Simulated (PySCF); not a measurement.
The system is SiAlCl2H3, in a box.

```
Si Al Cl H
1.0
    13.00000    0.00000    0.00000
     0.00000   14.00000    0.00000
     0.00000    0.00000   12.00000
Si Al Cl H
1 1 2 3
Direct
  0.44522 0.61518 0.46933
  0.51696 0.46003 0.51721
  0.65484 0.44959 0.60613
  0.44543 0.33201 0.47208
  0.34716 0.60476 0.40681
  0.42575 0.67099 0.57274
  0.52002 0.66900 0.39954
```

Program: PySCF 2.14.0. Alike in all runs: task atomic charges; potentials or basis 6-31g* (all-electron); no spin polarisation; cell as given; k mesh 1 × 1 × 1; smearing fixed.

Task: Order these runs on this cell by their band gap on the k mesh, lowest first.
A. level TPSSh+D4; three-body dispersion term yes; exxdiv ewald
B. level RPBE
C. level TPSS+D3; three-body dispersion term no
D. level B3PW91+D4; three-body dispersion term yes; exxdiv ewald

Result: B (4.69 eV), C (4.89 eV), A (5.63 eV), D (6.21 eV).

Caveats: this is a molecule in a periodic box at the Γ point, so its band gap is the HOMO-LUMO gap; the basis of atomic orbitals isn't converged, which shifts pressures, moduli and gaps.

A k mesh can miss the band edges.

Not every run made on this cell is shown here.
